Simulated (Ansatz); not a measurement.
# SnSO (2H monolayer (Janus) type, one sheet): Wannier runs under varied settings

Aim: run 5 Wannier inputs for SnSO (2H monolayer (Janus) type, one sheet) as typed, and read from each log whether it ends well.

Program: Ansatz 0.2.0. Level of theory: plane waves, PAW; the settings change from run to run, as each input shows. These are calculated values, not measurements.

### Step 1. The starting structure

The structure is trigonal, space group P3m1 (No. 156). The conventional cell has a = 3.327 Å, b = 3.327 Å, c = 29.507 Å, α = 90.00°, β = 90.00°, γ = 120.00°. Around Sn (site symmetry 3m) lie 3 O at 2.21 Å and 3 S at 2.55 Å. O (site symmetry 3m) has 3 Sn at 2.21 Å as nearest neighbours. S (site symmetry 3m) is surrounded by 3 Sn at 2.55 Å.

Coordinates:

```
Sn O S
1.0
     3.32716    0.00000    0.00000
    -1.66358    2.88140    0.00000
     0.00000    0.00000   29.50657
Sn O S
1 1 1
Cartesian
  0.0000 1.9209 9.1976
  1.6636 0.9605 10.2880
  1.6636 0.9605 7.5144
```

The cell was relaxed beforehand with r2SCAN; those runs aren't shown. The cell holds one sheet and vacuum, and is periodic in the plane alone; ε, where given, is a mean over the whole height of the cell, so ε₂ and ε₁ − 1 scale inversely with that height and aren't the sheet's own values. No run includes spin-orbit coupling, which matters for Sn.

### Step 2. Try 1

input.yaml

```yaml
crystal:
  lattice:
    - [3.3271592625, 0.0, 0.0]
    - [-1.6635796313, 2.8814044438, 0.0]
    - [0.0, 0.0, 29.5065667984]
  atoms:
    - { symbol: Sn, position: [0.3333333333, 0.6666666667, 0.3117136717] }
    - { symbol: O, position: [0.6666666667, 0.3333333333, 0.348669439] }
    - { symbol: S, position: [0.6666666667, 0.3333333333, 0.2546674333] }
  periodic: [true, true, false]
kpoints:
  mp_grid: { grid: [9, 9, 1] }
  band_path:
    path:
      - [0, 0, 0]
      - [0.5, 0, 0]
      - [0.3333333333333, 0.3333333333333, 0]
      - [0, 0, 0]
    npoints: 10
hamiltonian:
  xc: pbe
scf:
  occupations: { method: fermi_dirac, width: 0.02 }
  n_extra_bands: 6
output:
  forces: false
  stress: false
  eigenvalues: true
  wannier:
    kmesh: [6, 6, 1]
    projections:
      - { species: O, l: s, shell: 2 }
      - { species: O, l: p, shell: 2 }
      - { species: S, l: s, shell: 3 }
      - { species: S, l: p, shell: 3 }
    minimise: true
    write_hr: true
    conv_tol: 1.0e-08
    max_iter: 3000
```

What it wrote, shortened:

```text
scf.n_extra_bands = 6 over 13 filled bands (N_el = 26.0): the run solves 19 bands
[...]
Pseudopotentials: kind: paw
Pseudopotential: Sn, paw, valence charge 14, recommended cutoff 420 eV (normal), Sn.paw.azcp
Pseudopotential: O, paw, valence charge 6, recommended cutoff 420 eV (normal), O.paw.azcp
Pseudopotential: S, paw, valence charge 6, recommended cutoff 420 eV (normal), S.paw.azcp
Functional definition: PBE
[...]
Crystal: 3 atoms, lattice volume = 282.876 Å³
Basis set: ecut = 420 eV, 5619 PW (Γ)
Bands: 19, of which v1, the nominal top of the filled ones, is band 13 counted from 1 (12 counted from 0)
Symmetry: 6 space group operations
Space group: P3m1 (ITA 156), of the structure as read, at distance tolerance 6.6e-5 Å
k-points: 12 of 81 (time reversal used)
[...]
SCF iter   1: F=—  HF=-7492.513747 eV  |F-HF|=—  |Δ(HF+E_count)|=         —  Δρ=3.57e-3  dr2=5.59e-2  ethr=1.77e-3  ⟨swp⟩=14.2  Hψ=2306  notcnv=0
[...]
SCF iter   7: F=-7492.504642 eV  HF=-7492.504642 eV  |F-HF|=1.00e-7  |Δ(HF+E_count)|=   4.60e-6  Δρ=5.18e-6  dr2=6.11e-8  ethr=3.85e-10  ⟨swp⟩=16.4  Hψ=1337  notcnv=0
[...]
NSCF: frozen V_eff on 31 k-points, pencils in batches of 32, up to order 84
NSCF: frozen V_eff on 10 k-points, pencils in batches of 32, up to order 76
WARN: eigensolver did not converge in 10 slots of this pass, the one above among them; of largest residual over every band (k=1): 5 band(s) unlocked (lowest unlocked band 14, counted from 0; max residual 5.13e-1 eV among the unlocked bands, 5.13e-1 eV over every band); of lowest unlocked [...]
the Wannier pass solved 10 of the 36 points of its mesh, and has the states at the others by symmetry: states obtained by the crystal's operations at points that were solved too leave a residual of 9.73e-14 eV (read by the count's bands and the next), within 8.33e-6 eV
NSCF: frozen V_eff on 10 k-points, pencils in batches of 32, up to order 100
the Wannier pass solved 10 of the 36 points of its mesh, and has the states at the others by symmetry: states obtained by the crystal's operations at points that were solved too leave a residual of 1.61e-13 eV (read by the count's bands and the next), within 8.33e-6 eV
SCF converged after 7 iterations
Free energy (F): -7492.504642 eV
[...]
E sigma→0 (E₀):  -7492.504295 eV
Entropy (-TS):   -0.000694 eV (-0.231 meV/atom)
Fermi energy:    -6.045631 eV
[...]
--- Band table (eV; the first three rows and the last of 12) ---
  k-point 0: bands = ["-28.1778", "-28.1778", "-28.1248", "-28.0029", "-28.0029", "-25.0025", "-20.0194", "-12.8394", "-9.1983", "-9.1983", "-8.1806", "-6.5522", "-6.0456", "-6.0456", "-1.4314 (-1.4314°)", "-0.5831 (-0.5884°)", "0.1002", "0.3012", "0.4908"]
[...]
  ° read free of the cell's end (the report's vacuum.weakly_bound_levels)
Wannier search: line search 1 of at most 3000: gauge-dependent spread (as the search counts it) 3.0827010 Å², largest recent change 5.1e-1 Å² and fall left 3.9e-2 Å² against conv_tol 1.0e-8 Å², 0 stops escaped
```

Run time: 6.5 s. Hardware: 1 × NVIDIA H100 80GB HBM3 with 2 threads of AMD EPYC 7R13 (Zen 3), shared host; peak host memory 1.2 GiB.

The run ended, but the log doubts its result. The cause: the eigensolver left some bands unconverged. The analysis is set aside.

### Step 3. Try 2

input.yaml: that of step 2 with these lines changed.

```diff
@@ -29,3 +29,3 @@
   wannier:
-    kmesh: [6, 6, 1]
+    kmesh: [12, 12, 1]
     projections:
```

What it wrote, shortened:

```text
scf.n_extra_bands = 6 over 13 filled bands (N_el = 26.0): the run solves 19 bands
[...]
Pseudopotentials: kind: paw
Pseudopotential: Sn, paw, valence charge 14, recommended cutoff 420 eV (normal), Sn.paw.azcp
Pseudopotential: O, paw, valence charge 6, recommended cutoff 420 eV (normal), O.paw.azcp
Pseudopotential: S, paw, valence charge 6, recommended cutoff 420 eV (normal), S.paw.azcp
Functional definition: PBE
[...]
Crystal: 3 atoms, lattice volume = 282.876 Å³
Basis set: ecut = 420 eV, 5619 PW (Γ)
Bands: 19, of which v1, the nominal top of the filled ones, is band 13 counted from 1 (12 counted from 0)
Symmetry: 6 space group operations
Space group: P3m1 (ITA 156), of the structure as read, at distance tolerance 6.6e-5 Å
k-points: 12 of 81 (time reversal used)
[...]
SCF iter   1: F=—  HF=-7492.513747 eV  |F-HF|=—  |Δ(HF+E_count)|=         —  Δρ=3.57e-3  dr2=5.59e-2  ethr=1.77e-3  ⟨swp⟩=14.2  Hψ=2306  notcnv=0
[...]
WARN: eigensolver did not converge in 21 slots of this pass, the one above among them; of largest residual over every band (k=1): 5 band(s) unlocked (lowest unlocked band 14, counted from 0; max residual 5.18e-1 eV among the unlocked bands, 5.18e-1 eV over every band); of lowest unlocked [...]
the Wannier pass solved 21 of the 144 points of its mesh, and has the states at the others by symmetry: states obtained by the crystal's operations at points that were solved too leave a residual of 1.03e-13 eV (read by the count's bands and the next), within 5.56e-6 eV
NSCF: frozen V_eff on 21 k-points, pencils in batches of 32, up to order 100
the Wannier pass solved 21 of the 144 points of its mesh, and has the states at the others by symmetry: states obtained by the crystal's operations at points that were solved too leave a residual of 3.93e-13 eV (read by the count's bands and the next), within 5.56e-6 eV
SCF converged after 7 iterations
Free energy (F): -7492.504642 eV
[...]
E sigma→0 (E₀):  -7492.504295 eV
Entropy (-TS):   -0.000694 eV (-0.231 meV/atom)
Fermi energy:    -6.045631 eV
[...]
--- Band table (eV; the first three rows and the last of 12) ---
[... band rows left out ...]
[...]
  ° read free of the cell's end (the report's vacuum.weakly_bound_levels)
Wannier search: line search 1 of at most 3000: gauge-dependent spread (as the search counts it) 3.2375773 Å², largest recent change 6.1e-1 Å² and fall left 2.0e-2 Å² against conv_tol 1.0e-8 Å², 0 stops escaped
```

Wall time 14 s (1 × NVIDIA H100 80GB HBM3 with 2 threads of AMD EPYC 7R13 (Zen 3), shared host); peak host memory 1.2 GiB.

The run ended, but the log doubts its result. The cause: the eigensolver left some bands unconverged. The analysis is set aside.

### Step 4. Try 3

input.yaml: that of step 3 with these lines changed.

```diff
@@ -29,8 +29,4 @@
   wannier:
-    kmesh: [12, 12, 1]
-    projections:
-      - { species: O, l: s, shell: 2 }
-      - { species: O, l: p, shell: 2 }
-      - { species: S, l: s, shell: 3 }
-      - { species: S, l: p, shell: 3 }
+    kmesh: [6, 6, 1]
+    projections: [{ species: O, l: p, shell: 2 }, { species: S, l: p, shell: 3 }]
     minimise: true
@@ -39 +35,5 @@
     max_iter: 3000
+  write_density: true
+  write_potential: true
+  elf: true
+  volumetric_format: npy
```

What it wrote, shortened:

```text
scf.n_extra_bands = 6 over 13 filled bands (N_el = 26.0): the run solves 19 bands
[...]
Pseudopotentials: kind: paw
Pseudopotential: Sn, paw, valence charge 14, recommended cutoff 420 eV (normal), Sn.paw.azcp
Pseudopotential: O, paw, valence charge 6, recommended cutoff 420 eV (normal), O.paw.azcp
Pseudopotential: S, paw, valence charge 6, recommended cutoff 420 eV (normal), S.paw.azcp
Functional definition: PBE
[...]
Crystal: 3 atoms, lattice volume = 282.876 Å³
Basis set: ecut = 420 eV, 5619 PW (Γ)
Bands: 19, of which v1, the nominal top of the filled ones, is band 13 counted from 1 (12 counted from 0)
Symmetry: 6 space group operations
Space group: P3m1 (ITA 156), of the structure as read, at distance tolerance 6.6e-5 Å
k-points: 12 of 81 (time reversal used)
[...]
SCF iter   1: F=—  HF=-7492.513747 eV  |F-HF|=—  |Δ(HF+E_count)|=         —  Δρ=3.57e-3  dr2=5.59e-2  ethr=1.77e-3  ⟨swp⟩=14.2  Hψ=2306  notcnv=0
[...]
SCF iter   7: F=-7492.504642 eV  HF=-7492.504642 eV  |F-HF|=1.00e-7  |Δ(HF+E_count)|=   4.60e-6  Δρ=5.18e-6  dr2=6.11e-8  ethr=3.85e-10  ⟨swp⟩=16.4  Hψ=1337  notcnv=0
[...]
WARN: eigensolver did not converge in 10 slots of this pass, the one above among them; of largest residual over every band (k=1): 5 band(s) unlocked (lowest unlocked band 14, counted from 0; max residual 5.13e-1 eV among the unlocked bands, 5.13e-1 eV over every band); of lowest unlocked [...]
NSCF: frozen V_eff on 10 k-points, pencils in batches of 32, up to order 88
the Wannier pass solved 10 of the 36 points of its mesh, and has the states at the others by symmetry: states obtained by the crystal's operations at points that were solved too leave a residual of 2.95e-13 eV (read by the count's bands and the next), within 8.33e-6 eV
WARN: The output density's exchange-correlation potential varies sharply where the density is thin. Do not read a vacuum level from v_tot or v_xc, or from such a field of the output density. On a cell that repeats whose density bears no net charge and no dipole along the vacuum's axis use [...]
SCF converged after 7 iterations
Free energy (F): -7492.504642 eV
[...]
E sigma→0 (E₀):  -7492.504295 eV
Entropy (-TS):   -0.000694 eV (-0.231 meV/atom)
Fermi energy:    -6.045631 eV
[...]
--- Band table (eV; the first three rows and the last of 12) ---
[... band rows left out ...]
[...]
  ° read free of the cell's end (the report's vacuum.weakly_bound_levels)
Wannier search: line search 1 of at most 3000: gauge-dependent spread (as the search counts it) 0.4746739 Å², largest recent change 5.0e-2 Å² and fall left 8.5e-5 Å² against conv_tol 1.0e-8 Å², 0 stops escaped
```

Wall time 7 s (1 × NVIDIA H100 80GB HBM3 with 2 threads of AMD EPYC 7R13 (Zen 3), shared host); peak host memory 1.2 GiB.

The run ended, but the log doubts its result. The cause: the eigensolver left some bands unconverged. The analysis is set aside.

### Step 5. Try 4

input.yaml: that of step 4 with these lines changed.

```diff
@@ -20,3 +20,3 @@
 hamiltonian:
-  xc: pbe
+  xc: r2scan
 scf:
@@ -30,3 +30,7 @@
     kmesh: [6, 6, 1]
-    projections: [{ species: O, l: p, shell: 2 }, { species: S, l: p, shell: 3 }]
+    projections:
+      - { species: O, l: s, shell: 2 }
+      - { species: O, l: p, shell: 2 }
+      - { species: S, l: s, shell: 3 }
+      - { species: S, l: p, shell: 3 }
     minimise: true
@@ -35,5 +39 @@
     max_iter: 3000
-  write_density: true
-  write_potential: true
-  elf: true
-  volumetric_format: npy
```

What it wrote, shortened:

```text
scf.n_extra_bands = 6 over 13 filled bands (N_el = 26.0): the run solves 19 bands
[...]
Pseudopotentials: kind: paw
Pseudopotential: Sn, paw, valence charge 14, recommended cutoff 500 eV (meta_gga), Sn.paw.azcp
Pseudopotential: O, paw, valence charge 6, recommended cutoff 500 eV (meta_gga), O.paw.azcp
Pseudopotential: S, paw, valence charge 6, recommended cutoff 500 eV (meta_gga), S.paw.azcp
Functional definition: r2SCAN
[...]
Crystal: 3 atoms, lattice volume = 282.876 Å³
Basis set: ecut = 500 eV, 7091 PW (Γ), exchange–correlation on 100×100×864 points (64 copies of the dense FFT grid, shifted against one another)
Bands: 19, of which v1, the nominal top of the filled ones, is band 13 counted from 1 (12 counted from 0)
Symmetry: 6 space group operations
Space group: P3m1 (ITA 156), of the structure as read, at distance tolerance 6.6e-5 Å
k-points: 12 of 81 (time reversal used)
[...]
WARN: eigensolver did not converge in 10 slots of this pass, the one above among them; of largest residual over every band (k=0): 5 band(s) unlocked (lowest unlocked band 14, counted from 0; max residual 4.95e-1 eV among the unlocked bands, 4.95e-1 eV over every band); of lowest unlocked [...]
the Wannier pass solved 10 of the 36 points of its mesh, and has the states at the others by symmetry: states obtained by the crystal's operations at points that were solved too leave a residual of 6.10e-14 eV (read by the count's bands and the next), within 8.33e-6 eV
NSCF: frozen V_eff on 10 k-points, pencils in batches of 32, up to order 100
the Wannier pass solved 10 of the 36 points of its mesh, and has the states at the others by symmetry: states obtained by the crystal's operations at points that were solved too leave a residual of 1.39e-13 eV (read by the count's bands and the next), within 8.33e-6 eV
SCF converged after 8 iterations
Free energy (F): -7511.892467 eV
[...]
E sigma→0 (E₀):  -7511.892124 eV
Entropy (-TS):   -0.000687 eV (-0.229 meV/atom)
Fermi energy:    -6.297928 eV
[...]
--- Band table (eV; the first three rows and the last of 12) ---
[... band rows left out ...]
[...]
  ° read free of the cell's end (the report's vacuum.weakly_bound_levels)
Wannier search: line search 1 of at most 3000: gauge-dependent spread (as the search counts it) 3.0562865 Å², largest recent change 4.8e-1 Å² and fall left 3.6e-2 Å² against conv_tol 1.0e-8 Å², 0 stops escaped
```

Run time: 43 s. Hardware: 1 × NVIDIA H100 80GB HBM3 with 2 threads of AMD EPYC 7R13 (Zen 3), shared host; peak host memory 1.5 GiB.

The run ended, but the log doubts its result. The cause: the eigensolver left some bands unconverged. The analysis is set aside.

### Step 6. Try 5

input.yaml: that of step 5 with these lines changed.

```diff
@@ -30,7 +30,3 @@
     kmesh: [6, 6, 1]
-    projections:
-      - { species: O, l: s, shell: 2 }
-      - { species: O, l: p, shell: 2 }
-      - { species: S, l: s, shell: 3 }
-      - { species: S, l: p, shell: 3 }
+    projections: [{ species: O, l: p, shell: 2 }, { species: S, l: p, shell: 3 }]
     minimise: true
```

What it wrote, shortened:

```text
scf.n_extra_bands = 6 over 13 filled bands (N_el = 26.0): the run solves 19 bands
[...]
Pseudopotentials: kind: paw
Pseudopotential: Sn, paw, valence charge 14, recommended cutoff 500 eV (meta_gga), Sn.paw.azcp
Pseudopotential: O, paw, valence charge 6, recommended cutoff 500 eV (meta_gga), O.paw.azcp
Pseudopotential: S, paw, valence charge 6, recommended cutoff 500 eV (meta_gga), S.paw.azcp
Functional definition: r2SCAN
[...]
Crystal: 3 atoms, lattice volume = 282.876 Å³
Basis set: ecut = 500 eV, 7091 PW (Γ), exchange–correlation on 100×100×864 points (64 copies of the dense FFT grid, shifted against one another)
Bands: 19, of which v1, the nominal top of the filled ones, is band 13 counted from 1 (12 counted from 0)
Symmetry: 6 space group operations
Space group: P3m1 (ITA 156), of the structure as read, at distance tolerance 6.6e-5 Å
k-points: 12 of 81 (time reversal used)
[...]
WARN: eigensolver did not converge in 10 slots of this pass, the one above among them; of largest residual over every band (k=0): 5 band(s) unlocked (lowest unlocked band 14, counted from 0; max residual 4.95e-1 eV among the unlocked bands, 4.95e-1 eV over every band); of lowest unlocked [...]
the Wannier pass solved 10 of the 36 points of its mesh, and has the states at the others by symmetry: states obtained by the crystal's operations at points that were solved too leave a residual of 6.10e-14 eV (read by the count's bands and the next), within 8.33e-6 eV
NSCF: frozen V_eff on 10 k-points, pencils in batches of 32, up to order 88
the Wannier pass solved 10 of the 36 points of its mesh, and has the states at the others by symmetry: states obtained by the crystal's operations at points that were solved too leave a residual of 1.40e-13 eV (read by the count's bands and the next), within 8.33e-6 eV
SCF converged after 8 iterations
Free energy (F): -7511.892467 eV
[...]
E sigma→0 (E₀):  -7511.892124 eV
Entropy (-TS):   -0.000687 eV (-0.229 meV/atom)
Fermi energy:    -6.297928 eV
[...]
--- Band table (eV; the first three rows and the last of 12) ---
[... band rows left out ...]
[...]
  ° read free of the cell's end (the report's vacuum.weakly_bound_levels)
Wannier search: line search 1 of at most 3000: gauge-dependent spread (as the search counts it) 0.4237183 Å², largest recent change 4.2e-2 Å² and fall left 6.9e-5 Å² against conv_tol 1.0e-8 Å², 0 stops escaped
```

Run time: 30 s. Hardware: 1 × NVIDIA H100 80GB HBM3 with 2 threads of AMD EPYC 7R13 (Zen 3), shared host; peak host memory 1.5 GiB.

The run ended, but the log doubts its result. The cause: the eigensolver left some bands unconverged. The analysis is set aside.

### Step 7. Summary

```tsv
try	settings	ended	fault	time
1	PBE, 8 functions, 6×6×1	ended with warnings	the eigensolver left some bands unconverged	6.5 s
2	PBE, 8 functions, 12×12×1	ended with warnings	the eigensolver left some bands unconverged	14 s
3	PBE, 6 functions, 6×6×1	ended with warnings	the eigensolver left some bands unconverged	7 s
4	r2SCAN, 8 functions, 6×6×1	ended with warnings	the eigensolver left some bands unconverged	43 s
5	r2SCAN, 6 functions, 6×6×1	ended with warnings	the eigensolver left some bands unconverged	30 s
```

**Reading.** 5 ended with warnings. No run passed without a fault or warning, so no result is quoted.
